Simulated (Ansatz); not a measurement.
**CH2BBrO: one structure at several levels**

An exercise on one series of results from a longer session: the logs are not shown, and one member is left open.

The runs use Ansatz 0.2.0, Gaussian basis; single points in def2-TZVPP.

Correlated methods freeze the cores. Filled d shells of the heavier atoms are correlated.

## The starting structure

SMILES `OC=BBr`, 6 atoms, charge 0, spin multiplicity 1.

Atoms are counted from 1 here; the program's logs count them from 0.

Bond lengths: O1–C2 1.334 Å, O1–H5 0.963 Å, C2–B3 1.468 Å, C2–H6 1.044 Å, B3–Br4 1.749 Å. Angles: C2–O1–H5 110.3°, O1–C2–B3 130.9°, O1–C2–H6 111.1°, B3–C2–H6 117.9°, C2–B3–Br4 170.8°.

Coordinates:

```xyz
6
charge 0, multiplicity 1
O    -0.4615    1.2752   -0.7000
C     0.3004    0.4795    0.0529
B     0.1702   -0.9445    0.3839
Br    0.2517   -2.6068    0.9224
H    -1.2661    0.8158   -0.9632
H     1.0985    1.0072    0.4700
```

The first run:

Contents of run/in.yaml:

```yaml
crystal:
  periodic: [false, false, false]
  atoms:
    - {symbol: O, position_ang: [-0.461500, 1.275200, -0.700000]}
    - {symbol: C, position_ang: [0.300400, 0.479500, 0.052900]}
    - {symbol: B, position_ang: [0.170200, -0.944500, 0.383900]}
    - {symbol: Br, position_ang: [0.251700, -2.606800, 0.922400]}
    - {symbol: H, position_ang: [-1.266100, 0.815800, -0.963200]}
    - {symbol: H, position_ang: [1.098500, 1.007200, 0.470000]}
basis:
  gaussian: {orbitals: def2-TZVPP}
correlation: {method: ccsd_t}
output: {forces: true}
```

The command line of these runs was not kept.

Among the steps run: CCSD(T)/def2-TZVPP; PBE0-D4/def2-TZVPP; wB97M-V/def2-TZVPP; r2SCAN-D4/def2-TZVPP; PBE-D4/def2-TZVPP; B97M-V/def2-TZVPP; wB97X-V/def2-TZVPP.

One of the session's tables, all rows but one given; the rest of the session is left out.

```
   method  RMS force component (eV/Å)  angle to CCSD(T) forces (°)  dipole (D)
  CCSD(T)                       1.788                    reference        1.92
  PBE0-D4                       1.779                          7.1        1.86
  wB97M-V                       1.915                          4.9        1.93
r2SCAN-D4                       1.769                          4.5        1.79
   PBE-D4                       1.753                          7.0        1.79
   B97M-V                       1.780                          5.9        1.79
  wB97X-V                           ?                            ?           ?
```

Q: Estimate the row for wB97X-V from the others.

As computed: RMS force component (eV/Å): 1.914; angle to CCSD(T) forces (°): 4.4; dipole (D): 1.90. In the column «RMS force component (eV/Å)» it lies between CCSD(T) (1.788) and wB97M-V (1.915).
